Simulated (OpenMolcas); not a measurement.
# Pr³⁺ among point charges: CASSCF and CASPT2 levels and susceptibility

Aim: the splitting of the states of Pr³⁺ in the field of 8 point charges, its lowest levels with spin-orbit coupling and its magnetic susceptibility.

Program: OpenMolcas 26.06. Level of theory: state-averaged CASSCF and CASPT2, spin-orbit coupling by RASSI with atomic mean-field integrals. These are calculated values, not measurements, unless marked.

### 1 What is computed

* Species: Pr³⁺ (praseodymium, Z = 59, 56 electrons)
* Basis: ANO-RCC-VDZP [7s6p4d2f1g], 68 functions
* Scalar Hamiltonian: DKH2, point nucleus
* Inactive shells: 1s 2s 2p 3s 3p 3d 4s 4p 4d 5s 5p
* Active space: 2 electrons in 7 orbitals (4f)
* Some configurations of this space: 4f2
* Orbitals: optimised for the highest spin of each parity, averaged over all roots

Outer shells as boxes (Hund's rule):

4f2
```
4f [↑ ][↑ ][  ][  ][  ][  ][  ]
```

The ion sits among 8 point charges of -0.5 e arranged as a hexagonal bipyramid (D6h), 2.85 Å from the ion, with the axial distance 3.306 Å.

The work runs as a chain of OpenMolcas steps in one folder; each step below is one input file. Labels, J, g values, rates, χT and fits are worked out afterwards by a script from the matrices that RASSI stores. The input lists half of the charges; inversion (Group=XYZ) makes the rest.

### 2 GATEWAY and SEWARD: basis and integrals

a.inp

```
&GATEWAY
Coord
1

Pr 0.0 0.0 0.0
Basis=ANO-RCC-VDZP
Group=XYZ
NoMove
AngMom=0.0 0.0 0.0
AMFI
XField
4 Angstrom 0
2.850000 0.000000 0.000000 -0.500000
1.425000 2.468172 0.000000 -0.500000
1.425000 -2.468172 0.000000 -0.500000
0.000000 0.000000 3.306000 -0.500000
&SEWARD
```

Started as:

```console
> OMP_NUM_THREADS=1 MOLCAS_MEM=2252 MOLCAS_PROJECT=a pymolcas a.inp > a.log
```

### 3 Reference wave functions, triplets of even parity, 21 roots

a.inp

```
&RASSCF
FileOrb=start.orb
Symmetry=1
Spin=3
nActEl=2 0 0
Inactive=15 12
Ras2=0 7
CIRoot=21 21 1
SDav=21
CIMx=300
Iter=120 100
PrWF=0.3
OrbListing=Nothing
MaxOrb=0
>>> COPY $Project.JobIph JOB001
```

start.orb holds the contracted functions of the basis, ordered by shell, or the orbitals of the step before.

### 4 Reference wave functions, singlets of even parity, 28 roots

a.inp

```
&RASSCF
FileOrb=start.orb
Symmetry=1
Spin=1
nActEl=2 0 0
Inactive=15 12
Ras2=0 7
CIRoot=28 28 1
SDav=28
CIMx=300
Iter=120 100
PrWF=0.3
OrbListing=Nothing
MaxOrb=0
CIOnly
>>> COPY $Project.JobIph JOB002
```

### 5 State interaction with spin-orbit coupling

a.inp

```
&RASSI
NrOfJobIphs=2 21 27
1 2 3 4 5 6 7 8 9 10 11 12 13 14 15 16 17 18 19 20 21
1 2 3 4 5 6 7 8 9 10 11 12 13 14 15 16 17 18 19 20 21 22 23 24 25 26 27
IphNames
JOB001
JOB002
EJob
SpinOrbit
DIPRint=1.0
SOCoupling=1000.0
Subsets=2
Property=9
'ANGMOM' 1 'ANGMOM' 2 'ANGMOM' 3 'MLTPL  1' 1 'MLTPL  1' 2 'MLTPL  1' 3
'AMFI' 1 'AMFI' 2 'AMFI' 3
SOProperty=3
'ANGMOM' 1 'ANGMOM' 2 'ANGMOM' 3
```

### 6 CASPT2: IPEA 0.25, imaginary shift 0.1 (closed shells correlated: 5s 5p)

a.inp

```
>>> COPY JOB001 $Project.JobIph
&CASPT2
Multistate=21 1 2 3 4 5 6 7 8 9 10 11 12 13 14 15 16 17 18 19 20 21
NoMult
Frozen=14 9
IPEA=0.25
Imaginary=0.1
MaxIter=60
WThr=0.0 0.3 0.05
PrWF=0.5
NoMix
>>> COPY JOB002 $Project.JobIph
&CASPT2
Multistate=27 1 2 3 4 5 6 7 8 9 10 11 12 13 14 15 16 17 18 19 20 21 22
23 24 25 26 27
NoMult
Frozen=14 9
IPEA=0.25
Imaginary=0.1
MaxIter=60
WThr=0.0 0.3 0.05
PrWF=0.5
NoMix
```

(Steps that only read results are left out.)

**Question.** What will these runs give? Wanted: spin-free ground state; first state of the same spin within the active space; lowest level; next level.

**Answer**, as computed:

| quantity | value |
| --- | --- |
| method | SS-CASPT2, IPEA 0.25, imaginary shift 0.1 (closed shells correlated: 5s 5p) |
| spin-free ground state | triplet, 2-fold in its orbital part |
| first state of the same spin within the active space | triplet at 84.5 cm⁻¹ |
| lowest level | 1-fold |
| next level | 3.0 cm⁻¹ |
| χT at 300 K | 1.62 cm³ K/mol |
| effective moment at 300 K | 3.60 μB |

Cost by method:

```tsv
method	time of its own steps	time with the reference
A. CASSCF	9.5 s	9.5 s
B. SS-CASPT2, IPEA 0.25, imaginary shift 0.1, +5s 5p	11 s	20 s
```

Times are of one thread on a shared host.

**Reading.** The spin-free ground state (triplet) comes to 100 % from free-ion H terms and keeps the highest spin of the shell. The singlets rest on orbitals optimised for another spin in at least one step, which raises them against the optimised states. Not all states of the active space went into the spin-orbit step. CASPT2 does not keep the components of a term degenerate, and the means are used. This is an electrostatic model: the charges have no orbitals.
